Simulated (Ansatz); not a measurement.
# AlGa2As3: the cost of one run

Program: Ansatz 0.2.0. Level of theory: DFT PBE, scalar-relativistic, plane waves, PAW. These are calculated values, not measurements.

1 further run of the same task is left out (it didn't finish).

## 1. Starting point

The structure is orthorhombic, space group Immm (No. 71). Conventional cell: a = 5.889 Å, b = 6.669 Å, c = 6.763 Å, α = 90.00°, β = 90.00°, γ = 90.00°. Around Al (site symmetry mmm) lie 2 As at 2.94 Å. Ga (site symmetry mm2) has 3 As at 1.92 to 2.12 Å as nearest neighbours. As (site symmetry 2mm) is surrounded by 2 Ga at 2.12 Å. As (site symmetry mmm) is surrounded by 2 Ga at 1.92 Å.

Coordinates:

```cif
data_structure
_symmetry_space_group_name_H-M 'P 1'
_symmetry_Int_Tables_number 1
_cell_length_a 5.5877
_cell_length_b 5.5877
_cell_length_c 5.5877
_cell_angle_alpha 116.401
_cell_angle_beta 106.731
_cell_angle_gamma 105.513
_cell_volume 132.80
loop_
_atom_site_label
_atom_site_type_symbol
_atom_site_fract_x
_atom_site_fract_y
_atom_site_fract_z
_atom_site_occupancy
Al1 Al 0.50000 0.00000 0.50000 1
Ga1 Ga 0.21619 0.21619 0.00000 1
Ga2 Ga 0.78381 0.78381 0.00000 1
As1 As 0.00000 0.26092 0.26092 1
As2 As 0.00000 0.73908 0.73908 1
As3 As 0.50000 0.50000 0.00000 1
```

A structure generator made this guess: random cell by space group and Wyckoff sites (Immm, No. 71). Lengths come from tabulated atomic sizes and are only a guess.

## 2. Probe: one point on a coarse mesh

Contents of input.yaml:

```yaml
crystal:
  lattice:
    - [-2.94444383, 3.33425089, 3.38170826]
    - [2.94444383, -3.33425089, 3.38170826]
    - [2.94444383, 3.33425089, -3.38170826]
  atoms:
    - { symbol: Al, position: [0.5, 0.0, 0.5] }
    - { symbol: Ga, position: [0.21619138, 0.21619138, 0.0] }
    - { symbol: Ga, position: [0.78380862, 0.78380862, 0.0] }
    - { symbol: As, position: [0.0, 0.26091949, 0.26091949] }
    - { symbol: As, position: [0.0, 0.73908051, 0.73908051] }
    - { symbol: As, position: [0.5, 0.5, 0.0] }
basis:
  ecutwfc: 420
kpoints:
  mp_grid: { grid: [4, 4, 4] }
hamiltonian:
  xc: pbe
scf:
  occupations: { method: gaussian, width: 0.1 }
  lower_state_search: "off"
output:
  forces: true
  stress: true
  eigenvalues: true
```

The run is started by

```console
ansatz run input.yaml --threads 1 --pin off --max-ram 2560MiB --backend cpu --events-out ev --progress --plain --runs-dir out
```

**Question.** How long does this run take on 1 thread of AMD EPYC (Zen 3), shared host, and how much memory does it need?

About 8.6 s, with a peak of 0.46 GiB.
